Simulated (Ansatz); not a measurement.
# LaTiH3: the cost of one run

Computed with Ansatz 0.2.0 (DFT PBE, scalar-relativistic, plane waves, PAW, unless a step's input says otherwise).

## 1. The starting structure

The structure is cubic, space group Pm-3m (No. 221). Conventional cell: a = 3.899 Å, b = 3.899 Å, c = 3.899 Å, α = 90.00°, β = 90.00°, γ = 90.00°. La (site symmetry m-3m) has 12 H at 2.76 Å as nearest neighbours. Ti (site symmetry m-3m) has 6 H at 1.95 Å as nearest neighbours. H (site symmetry 4/mmm) has 2 Ti at 1.95 Å and 4 La at 2.76 Å as nearest neighbours.

Structure file:

```xyz
5
Lattice="3.8989 0.0000 0.0000 0.0000 3.8989 0.0000 0.0000 0.0000 3.8989" Properties=species:S:1:pos:R:3 pbc="T T T"
La    0.0000    0.0000    0.0000
Ti    1.9494    1.9494    1.9494
H     0.0000    1.9494    1.9494
H     1.9494    0.0000    1.9494
H     1.9494    1.9494    0.0000
```

The cell was relaxed beforehand at this level, from an invented guess; it needn't be the stable form of this composition. At a tolerance of 0.05 Å it has space group Pm-3m (No. 221); it has 11.85 Å³/atom, an uncorrected energy of -0.29 eV/atom over the elements.

## 2. Bands, states and charges

File input.yaml:

```yaml
crystal:
  lattice:
    - [3.8988524212, 0.0, 0.0]
    - [0.0, 3.8988524212, 0.0]
    - [0.0, 0.0, 3.8988524212]
  atoms:
    - { symbol: La, position: [0.0, 0.0, 0.0] }
    - { symbol: Ti, position: [0.5, 0.5, 0.5] }
    - { symbol: H, position: [0.0, 0.5, 0.5] }
    - { symbol: H, position: [0.5, 0.0, 0.5] }
    - { symbol: H, position: [0.5, 0.5, 0.0] }
basis:
  ecutwfc: 420
kpoints:
  mp_grid: { grid: [10, 10, 10] }
  band_path:
    path:
      - [[0.0, 0.0, 0.0], [0.0, 0.5, 0.0], [0.5, 0.5, 0.0], [0.0, 0.0, 0.0], [0.5, 0.5, 0.5], [0.0, 0.5, 0.0]]
      - [[0.5, 0.5, 0.5], [0.5, 0.5, 0.0]]
    npoints: 14
hamiltonian:
  xc: pbe
scf:
  occupations: { method: gaussian, width: 0.1 }
  n_extra_bands: 12
output:
  forces: true
  stress: true
  eigenvalues: true
  populations: true
  dos: { projected: true, de: 0.02, nscf_kmesh: { grid: [12, 12, 12] } }
  bader: true
  write_density: true
  write_potential: true
  elf: true
  volumetric_format: npy
```

The run is started by

```console
$ ansatz run input.yaml --threads 1 --pin off --max-ram 2048MiB --backend cpu --events-out ev --progress --plain --runs-dir out
```

**Question.** How long does this run take on 1 thread of Arm Neoverse V2, shared host, and how much memory does it need?

About 38 s, with a peak of 0.38 GiB.
